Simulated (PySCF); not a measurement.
# CH8SSeSi2: the cost of one run

The runs use PySCF 2.14.0, with density-fitted response routines of our own; the level of theory stands in each step. All values are computed, except where a source is named. Atoms count from 0, in the outputs and in this text.

**1. The starting structure**

13 atoms, charge 0, multiplicity 1; geometry from: GFN2-xTB. The atoms were then displaced at random by about 0.01 Å, so the start is not that level's minimum.

Bonds of the start (Å): Si0–C1 1.93, C1–S2 1.84, S2–Si3 2.11, Si3–Se4 2.30, Si0–H5 1.43, Si0–H6 1.48, Si0–H7 1.45, C1–H8 1.07, C1–H9 1.08, Si3–H10 1.47, Si3–H11 1.45, Se4–H12 1.44.

**2. Relaxing the molecule at PBE0-D3(BJ)/def2-SVP**

The job: settings as JSON, then the geometry in Å.

```
{"job": {"xc": "PBE0", "basis": "def2-SVP", "d3": "d3bj", "grid": 1, "shake": 0.01, "kind": "geom"}, "charge": 0, "multiplicity": 1}
Si     2.256540     0.153650     0.186550
C      0.846450    -0.125570    -1.096430
S     -0.660610     0.867690    -0.741090
Si    -1.665730    -0.455550     0.552230
Se    -3.678110     0.531280     1.061130
H      3.377460    -0.616620    -0.251420
H      2.547000     1.604370     0.198340
H      1.772770    -0.265590     1.484970
H      1.160870     0.204870    -2.067780
H      0.547410    -1.166020    -1.149490
H     -1.957730    -1.708920    -0.151060
H     -0.967230    -0.694050     1.803910
H     -3.573270     1.653570     0.159840
```

The run is started by

```sh
$ OMP_NUM_THREADS=1 python probes_run.py task.json out
```

One launch serves the whole session: the jobs run in the order shown.

Q: Estimate the wall time and peak memory of this first job on 1 thread of Arm Neoverse V1, shared host.

About 2.8 min, with a peak of 0.57 GiB.
